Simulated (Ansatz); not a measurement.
# C3F6O: a ladder of functionals and wavefunction methods

How much do the methods differ for C3F6O? The plan is to run it at one geometry with functionals of several rungs and with coupled cluster. The yardstick is the atomisation energy at the CCSD(T) limit.

Method: functionals in def2-TZVPP, the program's frozen cores in correlated methods; program: Ansatz 0.2.0, Gaussian basis.

The runs, in order: LDA (SPW92), PBE-D4, revPBE-D4, BLYP-D4, r2SCAN-D4, B97M-V, PBE0-D4, B3LYP-D4, r2SCANh-D4, r2SCAN0-D4, HSE06-D4, BHLYP-D4, CAM-B3LYP-D4, LC-ωPBE, ωB97X-V, ωB97M-V, B2PLYP, PBE-QIDH; CCSD(T)/def2-SVP; CCSD(T)/def2-TZVPP; MP2/def2-QZVPP; extrapolation to the limit; RPA on PBE.

## 1. The geometry

The geometry comes from an earlier relaxation with PBE0-D4 in a triple-zeta def2 set; it is a stationary point, not always the lowest conformer.

SMILES `FC(F)(F)C1(F)OC1(F)F`, 10 atoms, charge 0, spin multiplicity 1.

Atoms are counted from 1 here; the program's logs count them from 0.

Bond lengths: F1–C2 1.329 Å, C2–F3 1.323 Å, C2–F4 1.329 Å, C2–C5 1.525 Å, C5–F6 1.331 Å, C5–O7 1.411 Å, C5–C8 1.452 Å, O7–C8 1.372 Å, C8–F9 1.318 Å, C8–F10 1.319 Å. Angles: F1–C2–F3 109.0°, F1–C2–F4 108.6°, F1–C2–C5 109.6°, F3–C2–F4 108.8°, F3–C2–C5 111.1°, F4–C2–C5 109.8°, C2–C5–F6 110.5°, C2–C5–O7 116.7°, C2–C5–C8 126.2°, F6–C5–O7 115.5°, F6–C5–C8 119.5°, O7–C5–C8 57.2°, C5–O7–C8 62.9°, C5–C8–O7 59.9°, C5–C8–F9 124.6°, C5–C8–F10 120.4°, O7–C8–F9 117.0°, O7–C8–F10 116.5° and more.

## 2. LDA

This LDA is Slater exchange with PW92 correlation.

in.yaml reads:

```yaml
crystal:
  periodic: [false, false, false]
  atoms:
    - {symbol: F, position_ang: [-1.701083, -0.946194, 0.935182]}
    - {symbol: C, position_ang: [-1.145307, -0.550290, -0.205706]}
    - {symbol: F, position_ang: [-0.637405, -1.603988, -0.824777]}
    - {symbol: F, position_ang: [-2.088495, -0.016372, -0.974025]}
    - {symbol: C, position_ang: [-0.067522, 0.488366, 0.084941]}
    - {symbol: F, position_ang: [-0.595960, 1.556577, 0.676785]}
    - {symbol: O, position_ang: [0.847061, 0.760737, -0.954607]}
    - {symbol: C, position_ang: [1.357370, 0.234859, 0.205457]}
    - {symbol: F, position_ang: [1.913906, -0.956977, 0.127080]}
    - {symbol: F, position_ang: [2.117426, 1.033283, 0.929670]}
basis:
  gaussian: {orbitals: def2-TZVPP}
hamiltonian: {xc: lda}
output: {orbitals: {seedname: orbitals}}
```

After this run come: PBE-D4 (GGA); revPBE-D4 (GGA); BLYP-D4 (GGA); r2SCAN-D4 (meta-GGA); B97M-V (meta-GGA); PBE0-D4 (hybrid); B3LYP-D4 (hybrid); r2SCANh-D4 (hybrid); r2SCAN0-D4 (hybrid); HSE06-D4 (hybrid); BHLYP-D4 (hybrid); CAM-B3LYP-D4 (range-separated); LC-ωPBE (range-separated); ωB97X-V (range-separated); ωB97M-V (range-separated); B2PLYP (double hybrid); PBE-QIDH (double hybrid); CCSD(T) in def2-SVP; CCSD(T) in def2-TZVPP; MP2 in def2-QZVPP; RPA on PBE orbitals.

Before running them: what should the planned runs give, taken together? Wanted: atomisation energy, CCSD(T)/CBS; farthest beyond LDA; mean size of error, GGA; mean size of error, meta-GGA; mean size of error, hybrid; mean size of error, range-separated; mean size of error, double hybrid; gap, smallest and largest; T1 diagnostic.

The runs gave:

```
                               quantity                                      value
        atomisation energy, CCSD(T)/CBS                              4269.1 kJ/mol
 functionals within 21.3 kJ/mol (0.5 %)                       r2SCANh-D4, PBE-QIDH
                    farthest beyond LDA                   BHLYP-D4 (-331.7 kJ/mol)
                mean size of error, GGA                               148.7 kJ/mol
           mean size of error, meta-GGA                                50.5 kJ/mol
             mean size of error, hybrid                               105.7 kJ/mol
    mean size of error, range-separated                                58.6 kJ/mol
      mean size of error, double hybrid                                27.8 kJ/mol
              gap, smallest and largest  8.05 eV (LDA (SPW92)), 16.35 eV (LC-ωPBE)
                          T1 diagnostic                                     0.0127
triples share of the correlation energy                                      3.4 %
```

LDA overbinds by 1138.0 kJ/mol (27 %). PBE-D4 is off by +305.6 kJ/mol. Double hybrids carry the basis error of their MP2 part in triple zeta, and no dispersion term here, so their miss is partly the set-up's. Taken by rung, double hybrid functionals do best (27.8 kJ/mol on average) and GGA ones worst beyond LDA (148.7 kJ/mol). RPA and LDA stand outside this count. Misses under about 21.3 kJ/mol are within the doubt on the reference itself, which lacks core-valence correlation, relativity and higher excitations. Hartree-Fock recovers 64 % of the binding; the rest is correlation. CCSD(T) in def2-SVP is off by -204.0 kJ/mol, worse than the median functional, from the basis alone. Orbital gaps span 8.1 to 16.3 eV; exact exchange widens them.
